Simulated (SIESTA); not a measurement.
InRu3:

```xyz
8
Lattice="5.6282 0.0000 0.0000 -2.8141 4.8742 0.0000 0.0000 0.0000 4.5330" Properties=species:S:1:pos:R:3 pbc="T T T"
In    0.0000    3.2494    3.3998
In    2.8141    1.6247    1.1333
Ru    4.2332    0.8054    3.3998
Ru    1.3950    0.8054    3.3998
Ru    2.8141    3.2633    3.3998
Ru   -1.4191    4.0688    1.1333
Ru    1.4191    4.0688    1.1333
Ru    0.0000    1.6108    1.1333
```

The cell comes from a database or a generator and needn't be the stable form of this composition.

* Program: SIESTA 5.4.2
* Task: single point
* Functional: PBE
* Potentials or basis: PseudoDojo 0.4 standard (PBE files)
* Basis: DZP (energy shift 0.003 Ry; two zetas on semicore shells)
* Grid cutoff: 800 Ry
* Energy shift: 0.003 Ry
* k mesh: 6 × 6 × 6
* Occupations: fermi-dirac, width 0.05 eV
* Spin: no spin polarisation

On this cell: pressure 0.7 GPa; largest force 0.096 eV/Å; band gap on the k mesh none (metal or under the smearing width).

The same run follows on a disturbed copy (atoms moved at random, drawn with an rms of 0.05 Å):

```xyz
8
Lattice="5.6282 0.0000 0.0000 -2.8141 4.8742 0.0000 0.0000 0.0000 4.5330" Properties=species:S:1:pos:R:3 pbc="T T T"
In   -0.0029    3.2667    3.4539
In    2.8017    1.6363    1.1117
Ru    4.2002    0.8407    3.4047
Ru    1.3547    0.8055    3.3914
Ru    2.7606    3.3016    3.4151
Ru   -1.3700    4.1020    1.1214
Ru    1.4083    4.0354    1.1312
Ru   -0.0235    1.6191    1.1478
```

What does the disturbed cell give?

The energy (extrapolated to zero smearing) moves by +7.4 meV/atom; pressure 1.0 GPa; largest force 0.843 eV/Å; band gap on the k mesh none (metal or under the smearing width).

Forces on the atoms (eV/Å):
```
In  -0.338 -0.102 -0.765
In   0.142  0.130  0.334
Ru   0.190 -0.032 -0.148
Ru   0.042 -0.090 -0.059
Ru   0.282  0.010 -0.207
Ru  -0.533 -0.048  0.375
Ru   0.244  0.344  0.316
Ru  -0.028 -0.214  0.155
```

Stress tensor (GPa, compression positive):
```
 0.96 -0.36 -0.25
-0.36  0.65  0.11
-0.25  0.11  1.34
```

Caveats: the basis of atomic orbitals isn't converged, which shifts pressures, moduli and gaps.
